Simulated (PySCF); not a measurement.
# C₂H₇Ge radical: EPR parameters at several levels of theory

How much do the EPR parameters of C₂H₇Ge radical (`C[CH][GeH3]`) depend on the level of theory, and what does each level cost?

Programs: PySCF 2.14.0, with density-fitted response routines of our own. Each step states its level of theory. These are calculated values for one molecule in the gas phase, unless marked as measured. Atoms are numbered from 0 throughout.

**1. The molecule as given**

10 atoms, charge 0, multiplicity 2; geometry from: GFN2-xTB.

Bonds of the start (Å): C0–C1 1.48, C1–Ge2 1.91, C0–H3 1.09, C0–H4 1.10, C0–H5 1.09, C1–H6 1.08, Ge2–H7 1.50, Ge2–H8 1.50, Ge2–H9 1.49.

**2. Geometry optimisation at PBE0-D3(BJ)/def2-SVP**

Job settings and geometry (Å):

```
{"job": {"xc": "PBE0", "basis": "def2-SVP", "d3": "d3bj", "grid": 1, "kind": "geom"}, "charge": 0, "multiplicity": 2}
C     -1.440530     0.234620     0.332560
C     -0.338250    -0.214880    -0.545680
Ge     1.513640    -0.149740    -0.088610
H     -2.209700    -0.538220     0.424100
H     -1.944520     1.112220    -0.086010
H     -1.074020     0.490240     1.325030
H     -0.629620    -0.539900    -1.534310
H      2.233500    -1.373690    -0.562640
H      2.240770     1.015560    -0.702440
H      1.666500    -0.026890     1.392950
```

Standard output:

```text
step   0  E = -2156.67617530  max force = 0.017620
step   1  E = -2156.67907105  max force = 0.002732
step   2  E = -2156.67913715  max force = 0.000859
step   3  E = -2156.67914376  max force = 0.000173
optimisation converged
```

Run time: 18 s. Hardware: 1 thread, shared host.

The steps of the relaxation:

```
step  energy from step 0 (eV)  largest force component (eV/Å)
   0                   0.0000                          0.9061
   1                  -0.0788                          0.1405
   2                  -0.0806                          0.0442
   3                  -0.0808                          0.0089
```

Distances of close pairs at the start and the end, largest changes first:

```
  bond  before (Å)  after (Å)  change (Å)
Ge2–H9       1.494      1.542      +0.047
Ge2–H7       1.497      1.542      +0.045
Ge2–H8       1.504      1.546      +0.042
 C1–H6       1.081      1.097      +0.016
C1–Ge2       1.909      1.923      +0.015
 C0–H5       1.088      1.101      +0.012
 C0–H4       1.095      1.107      +0.012
 C0–H3       1.094      1.106      +0.012
```

The end geometry stands in the next job.

```
                         at the end point                 value
  point group (found at 0.08 Å tolerance)                    C1
rotational constants (GHz, main isotopes)  28.736, 3.396, 3.218
                        dipole moment (D)                  0.94
                                     ⟨S²⟩                 0.755
```

**3. g tensor and hyperfine couplings: B3LYP/def2-TZVP-core+IGLO-III+pcH-1**

Job settings and geometry (Å):

```
{"job": {"kind": "epr"}, "charge": 0, "multiplicity": 2}
C     -1.443997     0.238259     0.334749
C     -0.336484    -0.213888    -0.549142
Ge     1.530985    -0.153650    -0.092800
H     -2.225499    -0.537642     0.433987
H     -1.956489     1.127166    -0.081470
H     -1.103710     0.500556     1.347999
H     -0.615309    -0.551858    -1.554981
H      2.254908    -1.423414    -0.584007
H      2.240253     1.060109    -0.737214
H      1.673113    -0.036317     1.437828
```

Level: UKS B3LYP, IGLO-III on C, def2-TZVP-core on Ge, pcH-1 on H, non-relativistic, mean-field spin-orbit, GIAO.

Standard output:

```text
UKS, coarse grid
  cycle   1  E = -2157.37712977  |g| = 1.32e+00
  cycle   2  E = -2157.33740223  |g| = 8.57e-01
  cycle   3  E = -2157.42886234  |g| = 3.56e-01
  cycle   4  E = -2157.45456273  |g| = 3.34e-02
  cycle   5  E = -2157.45508425  |g| = 1.37e-02
  cycle   6  E = -2157.45517471  |g| = 1.94e-03
  cycle   7  E = -2157.45517710  |g| = 8.58e-04
UKS, final grid
  cycle   1  E = -2157.45518133  |g| = 7.08e-04
  cycle   2  E = -2157.45518131  |g| = 9.48e-04
  cycle   3  E = -2157.45518155  |g| = 7.98e-05
  cycle   4  E = -2157.45518155  |g| = 3.33e-05
  cycle   5  E = -2157.45518155  |g| = 6.37e-06
E = -2157.45518155 Eh   <S^2> = 0.7546 (exact 0.7500)
g shifts (ppm)      1          2          3
  rmc          -135       -135       -135
  gc             31          8         33
  oz_so       -1844       -411        466
  total       -1947       -538        365
hyperfine (MHz)  atom isotope    a_iso     a_fc   dipolar eigenvalues
    0   13C     -31.08     -31.09     -2.93      1.04      1.89
    1   13C      88.47      88.74    -75.89    -74.04    149.93
    2  73Ge      22.89      23.25     -1.05     -0.60      1.65
    3    1H     105.82     105.82     -5.05     -3.59      8.64
    4    1H     132.24     132.24     -5.23     -3.09      8.32
    5    1H       3.45       3.45     -4.38     -3.58      7.96
    6    1H     -57.18     -57.17    -35.88     -1.11     36.99
    7    1H      36.85      36.86     -2.92     -2.21      5.13
    8    1H      86.32      86.33     -2.46     -2.30      4.77
    9    1H       4.32       4.33     -2.89     -2.33      5.22
```

Run time: 55 s. Hardware: 1 thread, shared host.

Principal g values 2.00037, 2.00178, 2.00268; g(iso) = 2.00161, against 2.00232 for a free electron.

Hyperfine couplings; where a row names several nuclei, a(iso) is their mean (it holds for fast rotation or exchange) and the dipolar term the largest among them:

```
    nuclei  isotope  a(iso) (MHz)  a(iso) (G, at g = 2.0023)  largest dipolar term (MHz)
        C1      13C          88.5                       31.6                       149.9
H3, H4, H5       1H          80.5                       28.7                         8.6
        H6       1H         -57.2                      -20.4                        37.0
H7, H8, H9       1H          42.5                       15.2                         5.2
        C0      13C         -31.1                      -11.1                        -2.9
       Ge2     73Ge          22.9                        8.2                         1.6
```

Mulliken spin populations:

```
atom  value (e)
  C0      -0.09
  C1       1.03
 Ge2      -0.05
  H3       0.04
  H4       0.05
  H5       0.00
  H6      -0.05
  H7       0.02
  H8       0.05
  H9       0.00
```

In first order the couplings over 0.8 MHz of 1H give 32 distinct lines over 152.0 G, if the averaged nuclei exchange fast.

**4. EPR parameters: PBE/def2-TZVP-core+IGLO-III+pcH-1**

Same as in step 3 but for these lines:

```diff
@@ -1,2 +1,2 @@
-{"job": {"kind": "epr"}, "charge": 0, "multiplicity": 2}
+{"job": {"kind": "epr", "xc": "PBE"}, "charge": 0, "multiplicity": 2}
 C     -1.443997     0.238259     0.334749
```

With the program's defaults for keys left out, this is: UKS PBE, IGLO-III on C, def2-TZVP-core on Ge, pcH-1 on H, non-relativistic, mean-field spin-orbit, GIAO.

Standard output:

```text
UKS, coarse grid
  cycle   1  E = -2156.84379167  |g| = 1.61e+00
  cycle   2  E = -2156.68479735  |g| = 1.19e+00
  cycle   3  E = -2156.85781501  |g| = 5.97e-01
  cycle   4  E = -2156.95350348  |g| = 1.23e-01
  cycle   5  E = -2156.96142620  |g| = 3.60e-02
  cycle   6  E = -2156.96201563  |g| = 7.58e-03
  cycle   7  E = -2156.96204669  |g| = 2.37e-03
  cycle   8  E = -2156.96204840  |g| = 7.87e-04
UKS, final grid
  cycle   1  E = -2156.96204634  |g| = 7.67e-04
  cycle   2  E = -2156.96204605  |g| = 1.17e-03
  cycle   3  E = -2156.96204658  |g| = 8.35e-05
  cycle   4  E = -2156.96204658  |g| = 5.89e-05
  cycle   5  E = -2156.96204658  |g| = 2.33e-05
E = -2156.96204658 Eh   <S^2> = 0.7539 (exact 0.7500)
g shifts (ppm)      1          2          3
  rmc          -133       -133       -133
  gc             31         10         34
  oz_so       -1834       -464        455
  total       -1936       -587        356
hyperfine (MHz)  atom isotope    a_iso     a_fc   dipolar eigenvalues
    0   13C     -28.34     -28.35     -3.33      1.26      2.07
    1   13C      70.50      70.74    -74.02    -72.38    146.40
    2  73Ge      20.56      20.88     -0.81     -0.71      1.52
    3    1H     103.77     103.77     -5.10     -3.35      8.45
    4    1H     129.98     129.98     -5.30     -2.86      8.16
    5    1H       2.50       2.50     -4.13     -3.49      7.62
    6    1H     -54.21     -54.20    -34.81     -0.33     35.14
    7    1H      37.25      37.26     -2.87     -2.16      5.03
    8    1H      86.19      86.20     -2.42     -2.27      4.69
    9    1H       4.56       4.56     -2.82     -2.26      5.09
```

Run time: 22 s. Hardware: 1 thread, shared host.

Key values: g(iso) 2.00160.

**5. EPR parameters: PBE0/def2-TZVP-core+IGLO-III+pcH-1**

Same as in step 4 but for these lines:

```diff
@@ -1,2 +1,2 @@
-{"job": {"kind": "epr", "xc": "PBE"}, "charge": 0, "multiplicity": 2}
+{"job": {"kind": "epr", "xc": "PBE0"}, "charge": 0, "multiplicity": 2}
 C     -1.443997     0.238259     0.334749
```

With the program's defaults for keys left out, this is: UKS PBE0, IGLO-III on C, def2-TZVP-core on Ge, pcH-1 on H, non-relativistic, mean-field spin-orbit, GIAO.

Standard output:

```text
UKS, coarse grid
  cycle   1  E = -2156.96691130  |g| = 1.31e+00
  cycle   2  E = -2156.94922934  |g| = 7.50e-01
  cycle   3  E = -2157.01138295  |g| = 3.40e-01
  cycle   4  E = -2157.03190721  |g| = 2.16e-02
  cycle   5  E = -2157.03209277  |g| = 1.01e-02
  cycle   6  E = -2157.03214631  |g| = 1.99e-03
  cycle   7  E = -2157.03215127  |g| = 9.30e-04
UKS, final grid
  cycle   1  E = -2157.03214841  |g| = 7.15e-04
  cycle   2  E = -2157.03214844  |g| = 8.96e-04
  cycle   3  E = -2157.03214862  |g| = 7.94e-05
  cycle   4  E = -2157.03214863  |g| = 3.97e-05
  cycle   5  E = -2157.03214863  |g| = 8.55e-06
E = -2157.03214863 Eh   <S^2> = 0.7556 (exact 0.7500)
g shifts (ppm)      1          2          3
  rmc          -132       -132       -132
  gc             30          7         33
  oz_so       -1826       -400        439
  total       -1928       -525        340
hyperfine (MHz)  atom isotope    a_iso     a_fc   dipolar eigenvalues
    0   13C     -33.81     -33.81     -2.65      0.91      1.74
    1   13C      88.70      88.97    -74.71    -72.87    147.58
    2  73Ge      25.13      25.51     -1.24     -0.65      1.89
    3    1H     100.18     100.18     -4.90     -3.54      8.44
    4    1H     125.13     125.13     -5.03     -3.06      8.09
    5    1H       3.67       3.67     -4.46     -3.41      7.88
    6    1H     -62.83     -62.82    -36.26     -0.44     36.70
    7    1H      33.61      33.62     -2.94     -2.20      5.14
    8    1H      78.39      78.39     -2.43     -2.31      4.75
    9    1H       4.08       4.09     -2.94     -2.30      5.23
```

Wall time 54 s (1 thread, shared host).

In short: g(iso) 2.00161.

**6. EPR parameters: BHandHLYP/def2-TZVP-core+IGLO-III+pcH-1**

Same as in step 5 but for these lines:

```diff
@@ -1,2 +1,2 @@
-{"job": {"kind": "epr", "xc": "PBE0"}, "charge": 0, "multiplicity": 2}
+{"job": {"kind": "epr", "xc": "BHandHLYP"}, "charge": 0, "multiplicity": 2}
 C     -1.443997     0.238259     0.334749
```

Level: UKS BHandHLYP, IGLO-III on C, def2-TZVP-core on Ge, pcH-1 on H, non-relativistic, mean-field spin-orbit, GIAO.

Standard output:

```text
UKS, coarse grid
  cycle   1  E = -2157.27411332  |g| = 1.05e+00
  cycle   2  E = -2157.28984023  |g| = 5.20e-01
  cycle   3  E = -2157.31697296  |g| = 1.99e-01
  cycle   4  E = -2157.32240389  |g| = 9.71e-03
  cycle   5  E = -2157.32248380  |g| = 3.64e-03
  cycle   6  E = -2157.32250002  |g| = 1.89e-03
  cycle   7  E = -2157.32250328  |g| = 5.65e-04
UKS, final grid
  cycle   1  E = -2157.32250530  |g| = 3.31e-04
  cycle   2  E = -2157.32250538  |g| = 2.51e-04
  cycle   3  E = -2157.32250542  |g| = 9.36e-05
  cycle   4  E = -2157.32250543  |g| = 2.95e-05
  cycle   5  E = -2157.32250543  |g| = 6.72e-06
E = -2157.32250543 Eh   <S^2> = 0.7566 (exact 0.7500)
g shifts (ppm)      1          2          3
  rmc          -133       -133       -133
  gc             30          6         33
  oz_so       -1792       -339        463
  total       -1895       -467        363
hyperfine (MHz)  atom isotope    a_iso     a_fc   dipolar eigenvalues
    0   13C     -38.30     -38.31     -2.26      0.32      1.93
    1   13C     115.79     116.08    -76.03    -73.98    150.01
    2  73Ge      28.16      28.58     -1.48     -0.63      2.11
    3    1H     104.01     104.01     -4.83     -3.78      8.60
    4    1H     129.51     129.51     -4.91     -3.31      8.23
    5    1H       5.04       5.05     -4.71     -3.46      8.17
    6    1H     -67.41     -67.40    -37.24     -1.21     38.45
    7    1H      34.04      34.04     -2.99     -2.23      5.22
    8    1H      80.65      80.66     -2.47     -2.33      4.80
    9    1H       3.90       3.91     -3.00     -2.35      5.35
```

Run time: 57 s. Hardware: 1 thread, shared host.

Key values: g(iso) 2.00165.

**7. EPR parameters: HF/def2-TZVP-core+IGLO-III+pcH-1**

Same as in step 6 but for these lines:

```diff
@@ -1,2 +1,2 @@
-{"job": {"kind": "epr", "xc": "BHandHLYP"}, "charge": 0, "multiplicity": 2}
+{"job": {"kind": "epr", "xc": "HF"}, "charge": 0, "multiplicity": 2}
 C     -1.443997     0.238259     0.334749
```

Method: UKS HF, IGLO-III on C, def2-TZVP-core on Ge, pcH-1 on H, non-relativistic, mean-field spin-orbit, GIAO.

Standard output:

```text
UKS, final grid
  cycle   1  E = -2155.09432838  |g| = 7.88e-01
  cycle   2  E = -2155.14665162  |g| = 2.69e-01
  cycle   3  E = -2155.15702590  |g| = 9.46e-02
  cycle   4  E = -2155.15920462  |g| = 1.85e-02
  cycle   5  E = -2155.15973489  |g| = 7.14e-03
  cycle   6  E = -2155.15981997  |g| = 3.89e-03
  cycle   7  E = -2155.15985131  |g| = 1.42e-03
  cycle   8  E = -2155.15985602  |g| = 4.57e-04
  cycle   9  E = -2155.15985651  |g| = 1.25e-04
  cycle  10  E = -2155.15985654  |g| = 4.71e-05
  cycle  11  E = -2155.15985654  |g| = 2.11e-05
  cycle  12  E = -2155.15985654  |g| = 1.04e-05
E = -2155.15985654 Eh   <S^2> = 0.7651 (exact 0.7500)
g shifts (ppm)      1          2          3
  rmc          -130       -130       -130
  gc             28          3         33
  oz_so       -1620       -123        470
  total       -1722       -249        373
hyperfine (MHz)  atom isotope    a_iso     a_fc   dipolar eigenvalues
    0   13C     -66.61     -66.63     -0.67     -0.16      0.83
    1   13C     180.85     181.17    -74.37    -70.99    145.37
    2  73Ge      47.11      47.70     -2.79     -1.70      4.49
    3    1H      99.58      99.58     -5.47     -3.35      8.83
    4    1H     122.22     122.22     -5.13     -3.37      8.50
    5    1H      10.97      10.98     -5.81     -2.63      8.44
    6    1H    -112.11    -112.09    -41.28     -2.74     44.02
    7    1H      28.00      28.01     -3.24     -2.22      5.46
    8    1H      67.61      67.62     -2.74     -2.31      5.04
    9    1H       3.04       3.05     -3.32     -2.26      5.58
```

It took 54 s on 1 thread, shared host.

This run: g(iso) 2.00179.

**8. g tensor and hyperfine couplings: CAM-B3LYP/def2-TZVP-core+IGLO-III+pcH-1**

Same as in step 7 but for these lines:

```diff
@@ -1,2 +1,2 @@
-{"job": {"kind": "epr", "xc": "HF"}, "charge": 0, "multiplicity": 2}
+{"job": {"kind": "epr", "xc": "CAM-B3LYP"}, "charge": 0, "multiplicity": 2}
 C     -1.443997     0.238259     0.334749
```

Method: UKS CAM-B3LYP, IGLO-III on C, def2-TZVP-core on Ge, pcH-1 on H, non-relativistic, mean-field spin-orbit, GIAO.

Standard output:

```text
UKS, coarse grid
  cycle   1  E = -2157.40867917  |g| = 1.31e+00
  cycle   2  E = -2157.41020669  |g| = 7.18e-01
  cycle   3  E = -2157.45928486  |g| = 2.95e-01
  cycle   4  E = -2157.47037277  |g| = 1.18e-02
  cycle   5  E = -2157.47044228  |g| = 4.59e-03
  cycle   6  E = -2157.47046026  |g| = 1.98e-03
  cycle   7  E = -2157.47046418  |g| = 5.45e-04
UKS, final grid
  cycle   1  E = -2157.47046764  |g| = 2.97e-04
  cycle   2  E = -2157.47046768  |g| = 2.49e-04
  cycle   3  E = -2157.47046770  |g| = 7.57e-05
  cycle   4  E = -2157.47046771  |g| = 2.80e-05
E = -2157.47046771 Eh   <S^2> = 0.7550 (exact 0.7500)
g shifts (ppm)      1          2          3
  rmc          -135       -135       -135
  gc             30          6         32
  oz_so       -1767       -375        467
  total       -1872       -504        365
hyperfine (MHz)  atom isotope    a_iso     a_fc   dipolar eigenvalues
    0   13C     -31.80     -31.81     -2.69      0.78      1.91
    1   13C      81.97      82.25    -76.86    -74.91    151.77
    2  73Ge      23.56      23.95     -1.29     -0.43      1.73
    3    1H     104.58     104.58     -5.01     -3.64      8.64
    4    1H     130.57     130.57     -5.15     -3.16      8.31
    5    1H       3.47       3.47     -4.49     -3.55      8.04
    6    1H     -58.61     -58.60    -36.43     -1.27     37.70
    7    1H      34.95      34.96     -2.94     -2.23      5.17
    8    1H      82.49      82.50     -2.45     -2.32      4.77
    9    1H       3.83       3.84     -2.93     -2.35      5.28
```

Wall time 71 s (1 thread, shared host).

This run: g(iso) 2.00165.

**9. Side by side: EPR parameters**

g, ⟨S²⟩ and isotropic hyperfine couplings (MHz), with basis size and wall time:

```
                                    run   g(iso)   ⟨S²⟩  13C C1  1H H3 (mean)   1H H6  1H H7 (mean)  13C C0  functions  time
    B3LYP/def2-TZVP-core+IGLO-III+pcH-1  2.00161  0.755    88.5          80.5   -57.2          42.5   -31.1        223  55 s
      PBE/def2-TZVP-core+IGLO-III+pcH-1  2.00160  0.754    70.5          78.7   -54.2          42.7   -28.3        223  22 s
     PBE0/def2-TZVP-core+IGLO-III+pcH-1  2.00161  0.756    88.7          76.3   -62.8          38.7   -33.8        223  54 s
BHandHLYP/def2-TZVP-core+IGLO-III+pcH-1  2.00165  0.757   115.8          79.5   -67.4          39.5   -38.3        223  57 s
       HF/def2-TZVP-core+IGLO-III+pcH-1  2.00179  0.765   180.8          77.6  -112.1          32.9   -66.6        223  54 s
CAM-B3LYP/def2-TZVP-core+IGLO-III+pcH-1  2.00165  0.755    82.0          79.5   -58.6          40.4   -31.8        223  71 s
```

**10. Summary of results**

```
                            quantity                  value
                         point group                     C1
rotational constants (main isotopes)  28.74, 3.40, 3.22 GHz
                      g(iso) (B3LYP)                2.00161
                                ⟨S²⟩     0.755 (exact 0.75)
  largest a(iso) (averaged by class)    13C on C1, 88.5 MHz
```

**Reading.** Single values in the summary come from the first run of each kind that ended normally (B3LYP/def2-TZVP-core+IGLO-III+pcH-1), which need not be the best level. Relaxing lowered the energy by 0.081 eV in 3 steps; the close pair that moved most is Ge2–H9, from 1.494 to 1.542 Å. No frequency check was run at this level, so the end point may be a saddle. C1 carries the largest spin population, 1.03 e. The isotropic g lies 0.7 ppt below the free-electron value. The hyperfine terms hold no scalar relativity, which the heavier nuclei need. The coupling of 13C on C1 runs from 70.5 (PBE/def2-TZVP-core+IGLO-III+pcH-1) to 180.8 MHz (HF/def2-TZVP-core+IGLO-III+pcH-1).
